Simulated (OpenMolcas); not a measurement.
**W⁵⁺ among point charges: CASSCF and CASPT2 levels and susceptibility**

How does a field of 4 point charges split the states of W⁵⁺, and what χT follows?

The numbers are computed with OpenMolcas 26.06 (state-averaged CASSCF and CASPT2, spin-orbit coupling by RASSI with atomic mean-field integrals), except any that are marked as measured or tabulated.

## (1) The atom as given

```
Species                           : W⁵⁺ (tungsten, Z = 74, 69 electrons)
Basis                             : ANO-RCC-VTZP [8s7p5d3f2g1h], 104 functions
Scalar Hamiltonian                : DKH2, point nucleus
Inactive shells                   : 1s 2s 2p 3s 3p 3d 4s 4p 4d 4f 5s 5p
Active space                      : 1 electron in 5 orbitals (5d)
Some configurations of this space : 5d
Orbitals                          : optimised for each spin and parity, averaged over all roots
```

Outer shells as boxes (Hund's rule):

5d
```
5d [↑ ][  ][  ][  ][  ]
```

The ion sits among 4 point charges of -2.5 e arranged as a square (D4h), 2.17 Å from the ion.

The work runs as a chain of OpenMolcas steps in one folder; each step below is one input file. Labels, J, g values, rates, χT and fits are worked out afterwards by a script from the matrices that RASSI stores. The input lists half of the charges; inversion (Group=XYZ) makes the rest.

## (2) Basis and integrals

Input file a.inp:

```
&GATEWAY
Coord
1

W 0.0 0.0 0.0
Basis=ANO-RCC-VTZP
Group=XYZ
NoMove
AngMom=0.0 0.0 0.0
AMFI
XField
2 Angstrom 0
2.170000 0.000000 0.000000 -2.500000
0.000000 2.170000 0.000000 -2.500000
&SEWARD
```

Launch:

```sh
$ OMP_NUM_THREADS=1 MOLCAS_MEM=1689 MOLCAS_PROJECT=a pymolcas a.inp > a.log
```

## (3) Reference wave functions, doublets of even parity, 5 roots

Input file a.inp:

```
&RASSCF
FileOrb=start.orb
Symmetry=1
Spin=2
nActEl=1 0 0
Inactive=15 19
Ras2=5 0
CIRoot=5 5 1
SDav=5
CIMx=300
Iter=120 100
PrWF=0.3
OrbListing=Nothing
MaxOrb=0
>>> COPY $Project.JobIph JOB001
```

start.orb holds the contracted functions of the basis, ordered by shell, or the orbitals of the step before.

## (4) RASSI: spin-orbit coupling between the states

Input file a.inp:

```
&RASSI
NrOfJobIphs=1 5
1 2 3 4 5
IphNames
JOB001
EJob
SpinOrbit
DIPRint=1.0
SOCoupling=1000.0
Subsets=2
Property=9
'ANGMOM' 1 'ANGMOM' 2 'ANGMOM' 3 'MLTPL  1' 1 'MLTPL  1' 2 'MLTPL  1' 3
'AMFI' 1 'AMFI' 2 'AMFI' 3
SOProperty=3
'ANGMOM' 1 'ANGMOM' 2 'ANGMOM' 3
```

## (5) CASPT2: IPEA 0.25, imaginary shift 0.1 (closed shells correlated: 4f 5s 5p)

Input file a.inp:

```
>>> COPY JOB001 $Project.JobIph
&CASPT2
Multistate=5 1 2 3 4 5
NoMult
Frozen=14 9
IPEA=0.25
Imaginary=0.1
MaxIter=60
WThr=0.0 0.3 0.05
PrWF=0.5
NoMix
```

(Steps that only read results are left out.)

Q: Predict the outcome of this session. Wanted: spin-free ground state; first state of the same spin within the active space; lowest level; next level.

The runs gave:

| quantity | value |
| --- | --- |
| method | SS-CASPT2, IPEA 0.25, imaginary shift 0.1 (closed shells correlated: 4f 5s 5p) |
| spin-free ground state | 2A1, 1-fold in its orbital part |
| first state of the same spin within the active space | 2E at 8210 cm⁻¹ |
| lowest level | 2-fold E1/2, g = 0.17, 0.17, 1.64 |
| next level | 10154.1 cm⁻¹ |
| χT at 300 K | 0.11 cm³ K/mol |
| effective moment at 300 K | 0.92 μB |

Cost by method:

```csv
method,time of its own steps,time with the reference
A. CASSCF,2.6 s,2.6 s
"B. SS-CASPT2, IPEA 0.25, imaginary shift 0.1, +4f 5s 5p",2.1 s,4.7 s
```

Times are of one thread on a shared host.

In words: The spin-free ground state (2A1) comes to 100 % from free-ion D terms and keeps the highest spin of the shell. χT at 300 K is 0.11, against 0.38 cm³ K/mol for the spin alone, so orbital moment lowers it. The field of point charges can differ much from that of real complexes. This is an electrostatic model: the charges have no orbitals.
